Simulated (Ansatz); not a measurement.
# CH4AlNO: the cost of one run

Method: RKS r2SCAN-D4/def2-SVP, in Ansatz 0.2.0.

## 1. Starting point

Bond lengths: N1–C2 1.264 Å, C2–Al3 2.027 Å, Al3–O4 1.640 Å, N1–H5 1.025 Å, C2–H6 1.099 Å, Al3–H7 1.534 Å, O4–H8 0.948 Å. Angles: N1–C2–Al3 127.5°, N1–C2–H6 113.1°, Al3–C2–H6 119.4°, C2–N1–H5 114.7°, C2–Al3–O4 121.7°, C2–Al3–H7 118.2°, O4–Al3–H7 120.1°, Al3–O4–H8 176.5°.

Coordinates:

```xyz
8

N    -1.2152    1.5718    0.3435
C     0.0017    1.2884    0.1509
Al    0.8072   -0.5450   -0.1661
O    -0.1194   -1.8969   -0.2112
H    -1.8492    0.7668    0.3362
H     0.6579    2.1700    0.1653
H     2.3240   -0.6461   -0.3694
H    -0.6069   -2.7092   -0.2491
```

## 2. End point A

input.yaml reads:

```yaml
crystal:
  periodic: [false, false, false]
  atoms:
    - { symbol: "N", position_ang: [-1.21524, 1.57185, 0.34346] }
    - { symbol: C, position_ang: [0.00172, 1.28837, 0.15086] }
    - { symbol: Al, position_ang: [0.80721, -0.54495, -0.16615] }
    - { symbol: O, position_ang: [-0.11943, -1.89686, -0.21121] }
    - { symbol: H, position_ang: [-1.84917, 0.76681, 0.33621] }
    - { symbol: H, position_ang: [0.65787, 2.17004, 0.16531] }
    - { symbol: H, position_ang: [2.32399, -0.64609, -0.3694] }
    - { symbol: H, position_ang: [-0.60695, -2.70917, -0.24908] }
basis:
  gaussian: { orbitals: def2-SVP }
hamiltonian:
  xc: r2scan
  dispersion: d4
relax:
  f_tol: 0.015
  max_steps: 40
```

Run with:

```
ansatz run input.yaml --threads 2 --pin off --max-ram 3072MiB --backend cpu --events-out ev --progress --plain --runs-dir out
```

Q: Estimate wall time and peak memory on 2 threads of Arm Neoverse V1, shared host.

About 42 s, with a peak of 0.16 GiB.
